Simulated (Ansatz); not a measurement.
# SnICl₃: a ladder of functionals and wavefunction methods

The task here is to estimate one member of a computed series from the others.

Computed with Ansatz 0.2.0, Gaussian basis. Level: functionals in def2-TZVPP, the program's frozen cores in correlated methods.

Levels to be run: LDA (SPW92), PBE-D4, revPBE-D4, BLYP-D4, r2SCAN-D4, B97M-V, PBE0-D4, B3LYP-D4, r2SCANh-D4, r2SCAN0-D4, HSE06-D4, BHLYP-D4, CAM-B3LYP-D4, LC-ωPBE, ωB97X-V, ωB97M-V, B2PLYP, PBE-QIDH; CCSD(T)/def2-SVP; CCSD(T)/def2-TZVPP; MP2/def2-QZVPP; extrapolation to the limit; RPA on PBE.

## Structure used throughout

An earlier PBE0-D4 in a triple-zeta def2 set relaxation fixed the geometry. Sn, I take the def2 core potential; no spin-orbit term is included.

5 atoms, charge 0, spin multiplicity 1.

Atoms are counted from 1 here; the program's logs count them from 0.

Bond lengths: Cl1–Sn2 2.297 Å, Sn2–Cl3 2.297 Å, Sn2–Cl4 2.297 Å, Sn2–I5 2.635 Å. Angles: Cl1–Sn2–Cl3 107.9°, Cl1–Sn2–Cl4 107.9°, Cl1–Sn2–I5 111.0°, Cl3–Sn2–Cl4 107.9°, Cl3–Sn2–I5 111.0°, Cl4–Sn2–I5 111.0°.

As a file:

```mol
Cl3ISn
  3D, bonds by distance, orders not assigned

  5  4  0  0  0  0  0  0  0  0999 V2000
   -1.0457   -0.4023    2.0083 Cl  0  0
    0.0121   -0.0476    0.0010 Sn  0  0
    2.2032   -0.6956    0.2316 Cl  0  0
   -0.9679   -1.4107   -1.5660 Cl  0  0
   -0.1518    2.4826   -0.7164 I   0  0
  1  2  8  0
  2  3  8  0
  2  4  8  0
  2  5  8  0
M  END
```

The first run:

File in.yaml:

```yaml
crystal:
  periodic: [false, false, false]
  atoms:
    - {symbol: Cl, position_ang: [-1.045732, -0.402253, 2.008301]}
    - {symbol: Sn, position_ang: [0.012121, -0.047595, 0.001018]}
    - {symbol: Cl, position_ang: [2.203219, -0.695638, 0.231598]}
    - {symbol: Cl, position_ang: [-0.967925, -1.410721, -1.565966]}
    - {symbol: I, position_ang: [-0.151783, 2.482608, -0.716352]}
basis:
  gaussian: {orbitals: def2-TZVPP}
hamiltonian: {xc: lda}
output: {orbitals: {seedname: orbitals}}
```

On the command line:

```sh
$ ansatz run in.yaml --threads 4 --pin off --events-out ev --progress --plain --max-ram 10444MiB
```

Steps of the session up to this table: LDA; PBE-D4 (GGA); revPBE-D4 (GGA); BLYP-D4 (GGA); r2SCAN-D4 (meta-GGA); B97M-V (meta-GGA); B3LYP-D4 (hybrid); r2SCANh-D4 (hybrid); r2SCAN0-D4 (hybrid); HSE06-D4 (hybrid); BHLYP-D4 (hybrid); CAM-B3LYP-D4 (range-separated); LC-ωPBE (range-separated); ωB97X-V (range-separated); ωB97M-V (range-separated); B2PLYP (double hybrid); PBE-QIDH (double hybrid).

One table of the session follows, with a row left open; its other results are not shown here.

It belongs to the step «Frontier levels by functional». 

| functional | HOMO (eV) | LUMO (eV) | gap (eV) |
| --- | --- | --- | --- |
| LDA (SPW92) | -7.55 | -4.46 | 3.09 |
| PBE-D4 | -7.38 | -4.15 | 3.23 |
| revPBE-D4 | -7.33 | -4.06 | 3.27 |
| BLYP-D4 | -7.18 | -4.07 | 3.11 |
| r2SCAN-D4 | -7.72 | -4.04 | 3.68 |
| B97M-V | ? | ? | ? |
| PBE0-D4 | -8.57 | -3.35 | 5.22 |
| B3LYP-D4 | -8.30 | -3.61 | 4.69 |
| r2SCANh-D4 | -8.15 | -3.75 | 4.40 |
| r2SCAN0-D4 | -8.79 | -3.29 | 5.50 |
| HSE06-D4 | -8.18 | -3.72 | 4.46 |
| BHLYP-D4 | -9.57 | -2.44 | 7.13 |
| CAM-B3LYP-D4 | -9.83 | -2.40 | 7.44 |
| LC-ωPBE | -11.22 | -1.24 | 9.98 |
| ωB97X-V | -10.86 | -1.33 | 9.53 |
| ωB97M-V | -10.71 | -1.40 | 9.31 |

Q: Estimate the row for B97M-V from the others.

**Answer.** HOMO (eV): -7.71; LUMO (eV): -3.86; gap (eV): 3.85. In the column «HOMO (eV)» it lies between r2SCAN-D4 (-7.72) and LDA (SPW92) (-7.55).
